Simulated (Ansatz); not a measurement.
2 structures of TlS: a ranking of polymorphs by energy, run with Ansatz 0.2.0 through its Python package.

Script `polymorphs.py`:
```python
import warnings

import ansatz as az
import numpy as np
import pandas as pd


def ground_state(name, crystal):
    calc = (
        crystal.calculation()
        .basis(14 * az.Ha)
        .scf(max_iterations=200)
        .functional("PBEsol")
        .kpoints(spacing=0.3)
        .occupations("fermi_dirac", width=0.05)
        .stress()
        .band_table()
    )
    calc = calc.relax(force_tolerance=0.03, fix_cell=["shape"])
    return calc.run(threads=1)


def pressure_gpa(outcome):
    return float(np.trace(outcome.report["stress_gpa"]) / 3)


def volume_per_atom(outcome):
    return abs(np.linalg.det(outcome.lattice.cell_ang)) / len(outcome.lattice.sites)


def main() -> None:
    warnings.simplefilter("ignore", az.DeckWarning)

    phases = {}
    r_3m = (
        az.Lattice.from_parameters(7.660405, 7.660405, 7.660405, alpha=30.28932, beta=30.28932, gamma=30.28932)
        .atom("Tl", (0.0, 0.0, 0.0))
        .atom("Tl", (0.5, 0.5, 0.5))
        .atom("S", (0.735103, 0.735103, 0.735103))
        .atom("S", (0.264897, 0.264897, 0.264897))
    )
    phases["R-3m"] = r_3m
    pm_3m = (
        az.Lattice.cubic(3.595635)
        .space_group(221)
        .atom("Tl", (0.5, 0.5, 0.5))
        .atom("S", (0.0, 0.0, 0.0))
    )
    phases["Pm-3m"] = pm_3m

    done = {}
    for name, crystal in phases.items():
        try:
            done[name] = ground_state(name, crystal)
        except az.NonConvergedError as error:
            print(name, "did not converge:", str(error)[:120])

    energy = {name: o.report["energy_sigma0_ev"] / len(o.lattice.sites) for name, o in done.items()}
    lowest = min(energy.values())
    rows = [(name, len(o.lattice.sites), 1000 * (energy[name] - lowest), pressure_gpa(o), volume_per_atom(o)) for name, o in done.items()]
    rows.sort(key=lambda row: row[2])
    print(pd.DataFrame(rows, columns=["phase", "atoms", "dE (meV/atom)", "P (GPa)", "V (A^3/atom)"]).round(4).to_string(index=False))
    print("lowest in energy:", rows[0][0])


if __name__ == "__main__":
    main()
```

Which of these structures comes out lowest, and how far apart are they?

By space group at the end of each run: R-3m (+0 meV an atom, 24.2 Å³) and Pm-3m (+208 meV an atom, 21.7 Å³).

What the script printed:

```console
$ python polymorphs.py
phase  atoms  dE (meV/atom)  P (GPa)  V (A^3/atom)
 R-3m      4         0.0000  -0.0417       24.1891
Pm-3m      2       208.4623   0.0049       21.6602
lowest in energy: R-3m
```

Reading the output:
- These settings explore the input space; cutoff and mesh may be short of convergence.
- The cutoff lies under the one recommended for these potentials.
- Under the recommended cutoff a pressure can be off by several GPa, even in sign.
- For the metals among these phases the mesh is modest: differences between phases can be off by up to 40 meV an atom.
- Atoms and volume are relaxed with the cell's shape held, which in cells of lower than cubic symmetry can hide stresses and shift volumes.
- Pressure is positive in compression.
- Spin-orbit coupling, which matters for elements this heavy, is left out.
- The cells come from databases of deposited and of computed structures, and not all need be stable phases.
- The ranking holds among these structures alone, at zero temperature; the ground state may be another structure. Differences under about 40 meV an atom lie within the error of mesh and functional.
- The script silences the warnings on its input, which a real study should read.
- Hardware and time: 26 s on 1 thread of Arm Neoverse V1 (shared host), peak memory 0.5 GiB.

(Lines on the test bed's own set-up are left out of the output.)
